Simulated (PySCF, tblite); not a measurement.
# C₄H₁₂AsNSi: geometry, infrared bands and NMR shifts

Aim: predict the infrared bands and NMR shifts of C₄H₁₂AsNSi (`C=CC[As](C)[SiH2]N`).

Computed with tblite 0.8.0 and PySCF 2.14.0, with density-fitted response routines of our own, on a single molecule in the gas phase. Atoms count from 0, in the outputs and in this text.

### 1 The molecule as given

19 atoms, charge 0, multiplicity 1; geometry from: force field or distance geometry start.

Bonds of the start (Å): C0–C1 1.35, C1–C2 1.48, C2–As3 1.99, As3–C4 1.96, As3–Si5 2.34, Si5–N6 1.79, C0–H7 1.08, C0–H8 1.09, C1–H9 1.09, C2–H10 1.12, C2–H11 1.10, C4–H12 1.11, C4–H13 1.12, C4–H14 1.12, Si5–H15 1.46, Si5–H16 1.47, N6–H17 1.04, N6–H18 1.04.

### 2 Geometry optimisation with GFN2-xTB

What the job is given:

```
{"job": {"kind": "relax", "xc": "GFN2-xTB", "basis": "xTB"}, "charge": 0, "multiplicity": 1}
C      2.162100    -0.509400     1.785000
C      1.560900    -0.968000     0.671100
C      1.223900    -0.072900    -0.460500
As    -0.191500     1.229700     0.058800
C     -0.417200     1.910900    -1.760200
Si    -1.942500    -0.303400    -0.152900
N     -2.039500    -1.316500     1.314200
H      2.411500    -1.180400     2.598600
H      2.392000     0.545500     1.892800
H      1.353400    -2.036200     0.602500
H      0.858400    -0.683300    -1.321600
H      2.114500     0.485700    -0.787200
H      0.453200     2.544000    -2.020800
H     -0.491600     1.077900    -2.498000
H     -1.340000     2.538200    -1.814800
H     -1.720300    -1.154100    -1.315700
H     -3.196700     0.439000    -0.313000
H     -2.047600    -0.674700     2.135000
H     -1.152800    -1.862600     1.379200
```

The run is started by

```bash
$ OMP_NUM_THREADS=1 python probes_run.py task.json out
```

One launch serves the whole session: the jobs run in the order shown.

Standard output:

```text
step      E/eV     max force
  0    -589.50400    1.616
  1    -589.59948    1.220
  2    -589.63823    0.509
  3    -589.65177    0.407
  4    -589.67146    0.316
  5    -589.68148    0.284
  6    -589.69156    0.268
  7    -589.69940    0.315
  8    -589.70675    0.305
  9    -589.71282    0.231
 10    -589.71829    0.235
 11    -589.72328    0.187
 12    -589.72769    0.146
 13    -589.73139    0.157
 14    -589.73464    0.165
 15    -589.73735    0.132
 16    -589.73939    0.088
 17    -589.74096    0.090
 18    -589.74229    0.111
 19    -589.74358    0.129
 20    -589.74488    0.122
 21    -589.74610    0.109
 22    -589.74716    0.093
 23    -589.74802    0.089
 24    -589.74865    0.077
 25    -589.74911    0.057
 26    -589.74950    0.047
 27    -589.74989    0.057
 28    -589.75036    0.071
 29    -589.75092    0.076
 30    -589.75150    0.075
 31    -589.75199    0.047
 32    -589.75240    0.047
 33    -589.75280    0.056
 34    -589.75324    0.071
 35    -589.75363    0.052
 36    -589.75392    0.040
 37    -589.75415    0.038
 38    -589.75438    0.047
 39    -589.75463    0.049
 40    -589.75485    0.035
 41    -589.75502    0.030
 42    -589.75518    0.029
 43    -589.75539    0.042
 44    -589.75567    0.063
 45    -589.75598    0.067
 46    -589.75629    0.049
 47    -589.75658    0.040
 48    -589.75688    0.045
 49    -589.75722    0.052
 50    -589.75762    0.060
 51    -589.75810    0.059
 52    -589.75863    0.060
 53    -589.75919    0.065
 54    -589.75972    0.068
 55    -589.76028    0.070
 56    -589.76091    0.065
 57    -589.76172    0.080
 58    -589.76243    0.078
 59    -589.76345    0.069
 60    -589.76447    0.100
 61    -589.76562    0.102
 62    -589.76647    0.099
 63    -589.76687    0.064
 64    -589.76747    0.089
 65    -589.76781    0.120
 66    -589.76820    0.074
 67    -589.76872    0.043
 68    -589.76896    0.029
 69    -589.76923    0.042
 70    -589.76956    0.047
 71    -589.76995    0.059
 72    -589.77058    0.050
 73    -589.77114    0.057
 74    -589.77169    0.077
 75    -589.77216    0.073
 76    -589.77275    0.134
 77    -589.77363    0.101
 78    -589.77530    0.142
 79    -589.77647    0.083
 80    -589.77577    0.444
 81    -589.77906    0.113
 82    -589.78054    0.104
 83    -589.76972    0.926
 84    -589.78241    0.069
 85    -589.78360    0.057
 86    -589.77608    0.784
 87    -589.78559    0.058
 88    -589.78682    0.069
 89    -589.77645    0.962
 90    -589.78863    0.095
 91    -589.78975    0.082
 92    -589.78121    0.819
 93    -589.79187    0.094
 94    -589.79303    0.110
 95    -589.79301    0.545
 96    -589.79606    0.118
 97    -589.79715    0.115
 98    -589.79962    0.257
 99    -589.80120    0.082
100    -589.80219    0.062
101    -589.80329    0.060
102    -589.80409    0.097
103    -589.80525    0.110
104    -589.80640    0.078
105    -589.80749    0.132
106    -589.80852    0.086
107    -589.80970    0.106
108    -589.81114    0.114
109    -589.81210    0.092
110    -589.81330    0.076
111    -589.81418    0.164
112    -589.81579    0.154
113    -589.81721    0.080
114    -589.82109    0.140
115    -589.82335    0.133
116    -589.82656    0.182
117    -589.82933    0.087
118    -589.83205    0.190
119    -589.83418    0.132
120    -589.83503    0.089
121    -589.83577    0.050
122    -589.83636    0.094
123    -589.83720    0.069
124    -589.83818    0.079
125    -589.83906    0.072
126    -589.83979    0.061
127    -589.84080    0.064
128    -589.84158    0.074
129    -589.84228    0.064
130    -589.84270    0.069
131    -589.84300    0.057
132    -589.84324    0.051
133    -589.84352    0.045
134    -589.84388    0.048
135    -589.84437    0.056
136    -589.84497    0.072
137    -589.84566    0.083
138    -589.84640    0.095
139    -589.84714    0.098
140    -589.84786    0.086
141    -589.84859    0.063
142    -589.84936    0.060
143    -589.85017    0.060
144    -589.85093    0.040
145    -589.85157    0.043
146    -589.85172    0.158
147    -589.85229    0.039
148    -589.85248    0.032
149    -589.85273    0.032
150    -589.85288    0.037
151    -589.85308    0.048
152    -589.85324    0.026
153    -589.85336    0.026
154    -589.85349    0.029
155    -589.85364    0.030
156    -589.85377    0.036
157    -589.85389    0.026
158    -589.85402    0.025
159    -589.85419    0.028
160    -589.85442    0.030
161    -589.85469    0.033
162    -589.85499    0.037
163    -589.85524    0.028
164    -589.85548    0.055
165    -589.85572    0.048
166    -589.85605    0.035
167    -589.85627    0.037
168    -589.85656    0.034
169    -589.85684    0.043
170    -589.85715    0.042
171    -589.85743    0.051
172    -589.85769    0.047
173    -589.85783    0.042
174    -589.85792    0.031
175    -589.85799    0.025
176    -589.85809    0.034
177    -589.85823    0.044
178    -589.85843    0.046
179    -589.85863    0.037
180    -589.85881    0.032
181    -589.85898    0.025
182    -589.85914    0.028
183    -589.85926    0.028
184    -589.85937    0.035
185    -589.85947    0.043
186    -589.85960    0.043
187    -589.85975    0.043
188    -589.85993    0.047
189    -589.86014    0.042
190    -589.86040    0.053
191    -589.86073    0.065
192    -589.86103    0.039
193    -589.86117    0.029
194    -589.86125    0.023
195    -589.86135    0.028
196    -589.86150    0.032
197    -589.86166    0.057
198    -589.86182    0.030
199    -589.86194    0.026
200    -589.86205    0.022
201    -589.86214    0.017
202    -589.86224    0.019
203    -589.86232    0.020
204    -589.86239    0.019
205    -589.86246    0.019
206    -589.86256    0.023
207    -589.86266    0.030
208    -589.86279    0.036
209    -589.86293    0.033
210    -589.86305    0.026
211    -589.86315    0.023
212    -589.86324    0.020
213    -589.86333    0.021
214    -589.86342    0.022
215    -589.86349    0.017
216    -589.86356    0.015
217    -589.86362    0.016
218    -589.86367    0.017
219    -589.86370    0.016
220    -589.86372    0.012
221    -589.86375    0.015
222    -589.86377    0.014
223    -589.86379    0.015
224    -589.86382    0.012
225    -589.86384    0.009
```

Wall time 3.1 s (1 thread of Arm Neoverse N1, shared host); peak memory 0.18 GiB.

Relaxation path: (not every step is listed)

```
step  energy from step 0 (eV)  largest force (eV/Å)
   0                   0.0000                1.6159
   1                  -0.0955                1.2199
   2                  -0.1342                0.5085
   3                  -0.1478                0.4069
   4                  -0.1675                0.3162
   5                  -0.1775                0.2839
   6                  -0.1876                0.2678
   7                  -0.1954                0.3152
   8                  -0.2028                0.3045
  29                  -0.2469                0.0755
  50                  -0.2536                0.0597
  71                  -0.2659                0.0592
  92                  -0.2772                0.8187
 113                  -0.3132                0.0802
 134                  -0.3399                0.0478
 155                  -0.3496                0.0305
 176                  -0.3541                0.0342
 197                  -0.3577                0.0568
 218                  -0.3597                0.0175
 220                  -0.3597                0.0124
 221                  -0.3597                0.0152
 222                  -0.3598                0.0139
 223                  -0.3598                0.0146
 224                  -0.3598                0.0115
 225                  -0.3598                0.0093
```

Close pairs (by a distance rule), those that changed most:

```
  bond  before (Å)  after (Å)  change (Å)
Si5–N6       1.786      1.727      -0.059
N6–H18       1.043      1.008      -0.035
N6–H17       1.042      1.007      -0.035
C4–H14       1.117      1.090      -0.027
C4–H13       1.115      1.090      -0.025
 C0–C1       1.346      1.322      -0.024
C2–H10       1.117      1.093      -0.024
As3–C4       1.955      1.978      +0.023
```

The next job starts from the end point, and lists it.

### 3 Infrared spectrum with GFN2-xTB

What the job is given:

```
{"job": {"kind": "ir", "xc": "GFN2-xTB", "basis": "xTB"}, "charge": 0, "multiplicity": 1}
C      2.550280    -0.810594     1.574573
C      1.539861    -0.889757     0.725149
C      1.308289     0.054009    -0.395157
As    -0.217631     1.287485     0.016488
C     -0.453946     1.940924    -1.835958
Si    -1.911735    -0.309204    -0.103470
N     -1.966734    -1.072616     1.444612
H      2.667602    -1.505187     2.389179
H      3.306855    -0.046553     1.484233
H      0.789601    -1.663051     0.842768
H      1.063562    -0.488370    -1.312565
H      2.200221     0.661190    -0.575864
H      0.376754     2.591510    -2.114148
H     -0.501170     1.119259    -2.550313
H     -1.373210     2.520632    -1.915171
H     -1.683959    -1.421148    -1.044458
H     -3.194746     0.299700    -0.525683
H     -2.686093    -1.754166     1.623360
H     -1.823605    -0.504814     2.264967
```

Standard output:

```text
mode    cm-1     km/mol
  1      36.4      0.98
  2      46.7      0.16
  3      71.8      0.17
  4     115.1      0.29
  5     135.5      0.97
  6     148.6      1.50
  7     179.2      0.60
  8     188.7      4.00
  9     214.5     17.52
 10     243.5      1.34
 11     362.3      1.21
 12     403.5     11.82
 13     435.5     14.69
 14     513.3     11.91
 15     527.7    176.21
 16     565.8     47.42
 17     574.7     68.28
 18     683.4    249.33
 19     684.9     24.24
 20     787.9     36.97
 21     807.4     34.37
 22     823.1     35.26
 23     825.2     76.67
 24     838.7    378.91
 25     879.3     27.57
 26     884.3    129.23
 27     951.9      4.53
 28    1008.9     12.13
 29    1046.9     13.94
 30    1154.0     16.45
 31    1188.4      5.14
 32    1290.5      1.53
 33    1316.4      1.85
 34    1410.4      5.73
 35    1448.8      0.54
 36    1465.5      0.39
 37    1472.4      4.03
 38    1524.2     42.06
 39    1703.1     33.74
 40    2076.9    458.60
 41    2148.8    265.67
 42    2916.3     45.03
 43    2930.3     39.62
 44    2966.5     52.97
 45    2973.2     29.29
 46    2987.4     32.85
 47    3036.7     33.10
 48    3084.7     31.14
 49    3117.1     50.09
 50    3461.6      0.84
 51    3499.4      5.50
```

Wall time 1.3 s (1 thread of Arm Neoverse N1, shared host); peak memory 0.18 GiB.

The strongest bands and the atoms that carry them (share of the mass-weighted mode):

```
cm⁻¹  km/mol                                   atoms
 528   176.2             H17 42 %, H18 29 %, N6 16 %
 575    68.3                      H16 44 %, H15 42 %
 683   249.3                      H16 35 %, H15 32 %
 825    76.7  H15 35 %, H16 25 %, H18 14 %, H17 13 %
 839   378.9  H16 23 %, H17 22 %, H15 20 %, H18 19 %
 884   129.2                       N6 45 %, Si5 34 %
2077   458.6                                H16 93 %
2149   265.7                                H15 93 %
```

### 4 Shielding tensors: PBE0/pcSseg-1

The job, as its differences from that of step 3:

```diff
@@ -1,2 +1,2 @@
-{"job": {"kind": "ir", "xc": "GFN2-xTB", "basis": "xTB"}, "charge": 0, "multiplicity": 1}
+{"job": {"kind": "nmr", "xc": "PBE0", "basis": "pcSseg-1"}, "charge": 0, "multiplicity": 1}
 C      2.550280    -0.810594     1.574573
```

With the program's defaults for keys left out, this is: GIAO PBE0/pcSseg-1 NMR shielding, non-relativistic, gas phase.

Standard output:

```text
coarse grid: 69248 points
cycle   1  E = -2738.7625846060  dE = -3.456e-01  |g| = 8.535e-01  |ddm| = 3.986e+00
cycle   2  E = -2738.7244991040  dE =  3.809e-02  |g| = 8.334e-01  |ddm| = 1.067e+00
cycle   3  E = -2738.8396925232  dE = -1.152e-01  |g| = 1.543e-01  |ddm| = 7.650e-01
cycle   4  E = -2738.8448252653  dE = -5.133e-03  |g| = 3.995e-02  |ddm| = 1.744e-01
cycle   5  E = -2738.8451266409  dE = -3.014e-04  |g| = 9.411e-03  |ddm| = 3.529e-02
cycle   6  E = -2738.8451480411  dE = -2.140e-05  |g| = 3.134e-03  |ddm| = 1.219e-02
cycle   7  E = -2738.8451504741  dE = -2.433e-06  |g| = 1.068e-03  |ddm| = 3.728e-03
final grid: 145288 points
cycle   8  E = -2738.8451576084  dE =  3.207e-07  |g| = 1.687e-03  |ddm| = 4.018e-03
cycle   9  E = -2738.8451561470  dE =  1.461e-06  |g| = 2.903e-03  |ddm| = 3.732e-03
cycle  10  E = -2738.8451583520  dE = -2.205e-06  |g| = 1.815e-04  |ddm| = 2.374e-03
cycle  11  E = -2738.8451583608  dE = -8.813e-09  |g| = 2.599e-05  |ddm| = 1.926e-04
cycle  12  E = -2738.8451583609  dE = -6.912e-11  |g| = 5.241e-06  |ddm| = 2.158e-05
converged SCF energy = -2738.8451583609

GIAO shielding tensors (ppm)
atom      isotropic    diamagn.    paramagn.     s11        s22        s33       span
  0 C       66.428     252.918    -186.490    -45.002     88.057    156.230    201.233
  1 C       41.660     257.157    -215.497    -83.036     45.527    162.490    245.525
  2 C      147.311     250.238    -102.927    121.116    152.313    168.503     47.387
  3 As    1616.062    2878.547   -1262.485   1463.969   1609.459   1774.759    310.790
  4 C      180.837     248.447     -67.610    164.728    185.144    192.639     27.911
  5 Si     367.872     880.202    -512.330    316.362    343.908    443.346    126.984
  6 N      259.755     316.444     -56.689    222.374    252.339    304.552     82.179
  7 H       26.475      29.438      -2.964     23.215     25.182     31.027      7.812
  8 H       26.281      31.077      -4.795     22.513     25.269     31.062      8.549
  9 H       24.916      32.802      -7.886     22.226     22.708     29.814      7.588
 10 H       29.093      32.677      -3.584     25.105     27.756     34.418      9.312
 11 H       29.021      33.058      -4.038     24.441     27.475     35.145     10.704
 12 H       30.542      29.667       0.874     25.014     27.579     39.032     14.018
 13 H       30.647      30.818      -0.171     24.817     28.891     38.235     13.418
 14 H       30.938      29.345       1.593     25.212     27.397     40.206     14.995
 15 H       26.557      30.372      -3.815     23.633     25.363     30.675      7.041
 16 H       26.293      29.446      -3.152     21.742     25.288     31.851     10.109
 17 H       31.670      29.248       2.422     23.222     26.920     44.867     21.645
 18 H       31.652      32.241      -0.588     23.829     29.893     41.236     17.408
```

Run time: 73 s. Hardware: 1 thread of Arm Neoverse N1, shared host; peak memory 0.87 GiB.

The references, computed at this level on geometries of the same kind, shield at (ppm): 1H TMS 31.72, 13C TMS 186.9, 29Si TMS 349.2, 15N NH3 267.7, 75As AsH3 1989. Their shielding less the atom's gives the shift. The references are single molecules in the gas phase, so shifts against H2O, NH3, PH3, H3PO4 or CFCl3 are not on the usual liquid scales and can be off by tens of ppm. Shifts against hydride references such as AlH4− lie on their own scale. Atoms listed in one row are averaged.

```
        atoms                                  environment  σ (ppm)  δ (ppm)
           C1                                    alkene CH     41.7    145.3
           C0                         terminal =CH2 carbon     66.4    120.5
           C2                 allylic sp3 CH2 bonded to As    147.3     39.6
           C4                   methyl carbon bonded to As    180.8      6.1
           H9                     hydrogen on an alkene CH    24.92     6.80
           H8           hydrogen on a terminal =CH2 carbon    26.28     5.44
     H15, H16        hydrogen on a silicon bonded to As, N    26.43     5.29
           H7           hydrogen on a terminal =CH2 carbon    26.47     5.24
     H10, H11  hydrogen on an allylic sp3 CH2 bonded to As    29.06     2.66
H12, H13, H14     hydrogen on a methyl carbon bonded to As    30.71     1.01
     H17, H18          hydrogen on a nitrogen bonded to Si    31.66     0.06
          As3                    arsenic bonded to 2 C, Si     1616      373
          Si5                 silicon bonded to As, N, 2 H    367.9    -18.7
           N6                   nitrogen bonded to Si, 2 H    259.8      8.0
```

Charges from the same density, by scheme (e):

```
atoms  Mulliken    IAO  Hirshfeld  ESP fit
   C0     -0.15  -0.33      -0.11    -0.48
   C1     -0.23  -0.13      -0.05    -0.20
   C2     -0.31  -0.42      -0.12     0.08
  As3     -0.19   0.24       0.12    -0.19
   C4     -0.42  -0.60      -0.17    -0.39
  Si5      0.69   0.67       0.29     0.67
   N6     -0.64  -0.84      -0.32    -1.01
```

Mayer bond orders: C0–C1 1.97, C1–C2 1.04, C2–As3 0.96, As3–C4 1.02, As3–Si5 0.89, Si5–N6 1.00.

### 5 Summary of results

```
                                                              quantity                                         value
                             strongest single infrared mode (GFN2-xTB)                         2077 cm⁻¹, 459 km/mol
                                          zero-point energy (GFN2-xTB)                                 91.7 kcal/mol
                                13C shifts against TMS (PBE0/pcSseg-1)                   145.3, 120.5, 39.6, 6.1 ppm
1H shifts against TMS (PBE0/pcSseg-1, means over atoms taken as alike)  6.80, 5.44, 5.29, 5.24, 2.66, 1.01, 0.06 ppm
                              75As shifts against AsH3 (PBE0/pcSseg-1)                                       373 ppm
                               29Si shifts against TMS (PBE0/pcSseg-1)                                     -18.7 ppm
                                15N shifts against NH3 (PBE0/pcSseg-1)                                       8.0 ppm
```

**Reading.** Over 225 steps the energy fell by 0.360 eV; of the close pairs, Si5–N6 changed most, 1.786 to 1.727 Å. No mode is imaginary among the 51: a minimum at this level. The strongest single mode, at 2077 cm⁻¹, moves mainly H16. Unscaled tight-binding wavenumbers are off by several per cent, some by more. Its intensities can rank the bands wrongly. C1 (alkene CH) lies farthest downfield among carbon, at 145.3 ppm; an sp2 carbon of a C=C bond. The most deshielded hydrogen is H9 (hydrogen on an alkene CH), at 6.80 ppm: olefinic region. At PBE0/pcSseg-1: Shielding is most anisotropic at As3 (span 311 ppm, paramagnetic term -1262 ppm). Spin-orbit coupling is left out, which matters for shieldings and couplings at and beside the heavy atoms.
